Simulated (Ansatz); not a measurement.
# CH7BSeSi: basis-set convergence

The task here is to estimate one member of a computed series from the others.

Computed with Ansatz 0.2.0, Gaussian basis. Level: one geometry, several basis sets.

Levels to be run: PBE0-D4/def2-SVP; ωB97M-V/def2-SVP; PBE0-D4/def2-QZVPP; ωB97M-V/def2-QZVPP; the functionals' def2-TZVPP values are taken from earlier runs.

## The geometry

All runs share one geometry, relaxed beforehand with PBE0-D4 in a triple-zeta def2 set.

11 atoms, charge 0, spin multiplicity 1.

Atoms are counted from 1 here; the program's logs count them from 0.

Bond lengths: C1–Se2 1.952 Å, C1–H5 1.089 Å, C1–H6 1.089 Å, C1–H7 1.087 Å, Se2–B3 1.882 Å, B3–Si4 2.005 Å, B3–H8 1.195 Å, Si4–H9 1.491 Å, Si4–H10 1.489 Å, Si4–H11 1.491 Å. Angles: Se2–C1–H5 108.7°, Se2–C1–H6 108.7°, Se2–C1–H7 108.7°, H5–C1–H6 109.8°, H5–C1–H7 110.5°, H6–C1–H7 110.5°, C1–Se2–B3 103.7°, Se2–B3–Si4 118.4°, Se2–B3–H8 118.5°, Si4–B3–H8 123.1°, B3–Si4–H9 110.2°, B3–Si4–H10 112.8°, B3–Si4–H11 110.1°, H9–Si4–H10 108.1°, H9–Si4–H11 107.4°, H10–Si4–H11 108.1°.

The first run:

in.yaml reads:

```yaml
crystal:
  periodic: [false, false, false]
  atoms:
    - {symbol: C, position_ang: [-1.350019, 1.934003, 0.853767]}
    - {symbol: Se, position_ang: [0.359844, 1.240618, 0.215465]}
    - {symbol: B, position_ang: [0.001812, -0.572587, -0.138303]}
    - {symbol: Si, position_ang: [1.491291, -1.722146, -0.830320]}
    - {symbol: H, position_ang: [-1.677974, 2.726021, 0.182748]}
    - {symbol: H, position_ang: [-1.210909, 2.335193, 1.856175]}
    - {symbol: H, position_ang: [-2.073518, 1.122373, 0.866080]}
    - {symbol: H, position_ang: [-1.101938, -0.985691, 0.060729]}
    - {symbol: H, position_ang: [1.120479, -2.302533, -2.152743]}
    - {symbol: H, position_ang: [2.767865, -0.973188, -0.995236]}
    - {symbol: H, position_ang: [1.738367, -2.859063, 0.102239]}
basis:
  gaussian: {orbitals: def2-SVP}
hamiltonian: {xc: pbe0, dispersion: d4}
output: {orbitals: {seedname: orbitals}}
```

Started as:

```sh
> ansatz run in.yaml --threads 4 --pin off --events-out ev --progress --plain --max-ram 10444MiB
```

Steps of the session up to this table: PBE0-D4 in def2-SVP; ωB97M-V in def2-SVP; PBE0-D4 in def2-QZVPP; ωB97M-V in def2-QZVPP.

One of the session's tables, all rows but one given; the rest of the session is left out.

It belongs to the step «Density functionals: the series». 

| functional | basis | HOMO (eV) | LUMO (eV) |
| --- | --- | --- | --- |
| PBE0-D4 | def2-SVP | -7.55 | -1.63 |
| PBE0-D4 | def2-TZVPP | -7.57 | -1.70 |
| PBE0-D4 | def2-QZVPP | -7.58 | -1.71 |
| ωB97M-V | def2-SVP | ? | ? |
| ωB97M-V | def2-TZVPP | -9.68 | 0.21 |
| ωB97M-V | def2-QZVPP | -9.69 | 0.18 |

Q: Estimate the row for ωB97M-V, def2-SVP from the others.

**Answer.** HOMO (eV): -9.63; LUMO (eV): 0.36. In the column «HOMO (eV)» it lies between ωB97M-V, def2-TZVPP (-9.68) and PBE0-D4, def2-QZVPP (-7.58).
